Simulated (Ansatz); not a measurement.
# HfSi+ (sextet): wave-function methods side by side at distance Hf1–Si2 = 2.230 Å, def2-SVP

An exercise on one series of results from a longer session: the logs are not shown, and one member is left open.

The runs use Ansatz 0.2.0, Gaussian basis; def2-SVP, core rule «outside noble gas», up to 9 orbitals frozen.

The runs, in order: UHF; CCSD(T) on ROHF; CCSD(T) on UHF; CISD as a restricted active space (open shells left free, so some higher excitations enter); CCSDT(Q) on ROHF; CCSDT(Q) on UHF; CASSCF and MRCISD+Q, 7 electrons in 7 orbitals; CASSCF and NEVPT2, 7 electrons in 7 orbitals.

34 further runs of the same task are left out: 20 for a known fault of the program, 14 that didn't finish. Runs told in other sessions of the task aren't counted.

### The system

The geometry derives from a PBE0/def2-TZVP stationary point (not a proven minimum). One bond is set to the value named and the two fragments are kept rigid. No spin-orbit coupling is included. Elements past krypton take def2 core potentials.

2 atoms, charge 1, spin multiplicity 6.

Atoms are counted from 1 here; the program's logs count them from 0.

Bond lengths: Hf1–Si2 2.230 Å.

Set-up of the first run:

File in.yaml:

```yaml
crystal:
  periodic: [false, false, false]
  atoms:
    - {symbol: Hf, position_ang: [0.000000, 0.000000, 0.000000]}
    - {symbol: Si, position_ang: [0.000000, 0.000000, 2.230000]}
basis:
  gaussian: {orbitals: def2-SVP}
total_charge: 1
magnetization: {spin_polarized: true, initial_magnetization: 5}
hamiltonian: {xc: hf}
output: {orbitals: {seedname: orbitals}}
```

Command:

```bash
$ ansatz run in.yaml --threads 1 --pin off --events-out ev --progress --plain --max-ram 4096MiB --backend cpu
```

Among the steps run: UHF; CCSD(T) on ROHF; CCSD(T) on UHF; CISD as a restricted active space (open shells left free, so some higher excitations enter); CCSDT(Q) on ROHF; CCSDT(Q) on UHF; CASSCF and MRCISD+Q, 7 electrons in 7 orbitals; CASSCF and NEVPT2, 7 electrons in 7 orbitals.

One of the session's tables, all rows but one given; the rest of the session is left out.

```
       method  from RCCSDT(Q) (meV)
         ROHF               +2993.1
          UHF               +2904.2
         RMP2                +671.8
         UMP2                +615.1
        RCCSD                +159.6
        UCCSD                 +91.3
     RCCSD(T)                 +33.4
     UCCSD(T)                 -33.1
       RCCSDT                  +6.4
       UCCSDT                 -60.1
    RCCSDT(Q)                     0
    UCCSDT(Q)                     ?
  CASSCF pair               +2639.0
  NEVPT2 pair                +781.6
  MRCISD pair                +222.1
MRCISD+Q pair                 +27.3
```

**Question.** Estimate the row for UCCSDT(Q).

The run gave: from RCCSDT(Q) (meV): -67.3. In the column «from RCCSDT(Q) (meV)» it is the lowest.

Not comparable, so not listed: CISD as a restricted active space (open shells left free, so some higher excitations enter) (they don't share determinant, frozen orbitals or solution with the rows shown, or repeat one).

To keep in mind: Restricted and unrestricted rows rest on different reference determinants; a gap between their highest levels can come from leftover correlation error, from unlike frozen cores or from another state.
